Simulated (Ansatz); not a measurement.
# BH5SSiZn: how energies converge with the basis set

The task here is to estimate one member of a computed series from the others.

Program: Ansatz 0.2.0, Gaussian basis. Level of theory: one geometry, several basis sets. These are calculated values, not measurements.

Plan: PBE0-D4/def2-SVP; ωB97M-V/def2-SVP; PBE0-D4/def2-QZVPP; ωB97M-V/def2-QZVPP; the functionals' def2-TZVPP values are taken from earlier runs.

## The geometry

The geometry comes from an earlier relaxation with PBE0-D4 in a triple-zeta def2 set; it is a stationary point, not always the lowest conformer.

9 atoms, charge 0, spin multiplicity 1.

Atoms are counted from 1 here; the program's logs count them from 0.

Bond lengths: B1–Zn2 2.056 Å, B1–H5 1.197 Å, B1–H6 1.197 Å, Zn2–S3 2.187 Å, S3–Si4 2.124 Å, Si4–H7 1.485 Å, Si4–H8 1.485 Å, Si4–H9 1.495 Å. Angles: Zn2–B1–H5 121.8°, Zn2–B1–H6 121.8°, H5–B1–H6 116.4°, B1–Zn2–S3 179.0°, Zn2–S3–Si4 93.2°, S3–Si4–H7 111.0°, S3–Si4–H8 110.9°, S3–Si4–H9 110.7°, H7–Si4–H8 108.8°, H7–Si4–H9 107.7°, H8–Si4–H9 107.7°.

The first run:

File in.yaml:

```yaml
crystal:
  periodic: [false, false, false]
  atoms:
    - {symbol: B, position_ang: [-0.673857, 2.142560, -1.590754]}
    - {symbol: Zn, position_ang: [0.442379, 1.083508, -0.227613]}
    - {symbol: S, position_ang: [1.653783, -0.012420, 1.225753]}
    - {symbol: Si, position_ang: [0.392959, -1.721237, 1.169305]}
    - {symbol: H, position_ang: [-0.352862, 3.236273, -1.955969]}
    - {symbol: H, position_ang: [-1.679956, 1.698422, -2.062812]}
    - {symbol: H, position_ang: [-0.184233, -2.000380, 2.509003]}
    - {symbol: H, position_ang: [1.144154, -2.918211, 0.712408]}
    - {symbol: H, position_ang: [-0.742358, -1.508505, 0.220690]}
basis:
  gaussian: {orbitals: def2-SVP}
hamiltonian: {xc: pbe0, dispersion: d4}
output: {orbitals: {seedname: orbitals}}
```

Steps of the session up to this table: PBE0-D4 in def2-SVP; ωB97M-V in def2-SVP; PBE0-D4 in def2-QZVPP; ωB97M-V in def2-QZVPP.

One of the session's tables, all rows but one given; the rest of the session is left out.

It belongs to the step «Density functionals: the series». 

| functional | basis | HOMO (eV) | LUMO (eV) |
| --- | --- | --- | --- |
| PBE0-D4 | def2-SVP | -7.10 | -2.62 |
| PBE0-D4 | def2-TZVPP | -7.25 | -2.75 |
| PBE0-D4 | def2-QZVPP | -7.27 | -2.76 |
| ωB97M-V | def2-SVP | -9.17 | -0.54 |
| ωB97M-V | def2-TZVPP | ? | ? |
| ωB97M-V | def2-QZVPP | -9.40 | -0.92 |

**Question.** Estimate the row for ωB97M-V, def2-TZVPP.

**Answer.** HOMO (eV): -9.38; LUMO (eV): -0.86. In the column «HOMO (eV)» it lies between ωB97M-V, def2-QZVPP (-9.40) and ωB97M-V, def2-SVP (-9.17).
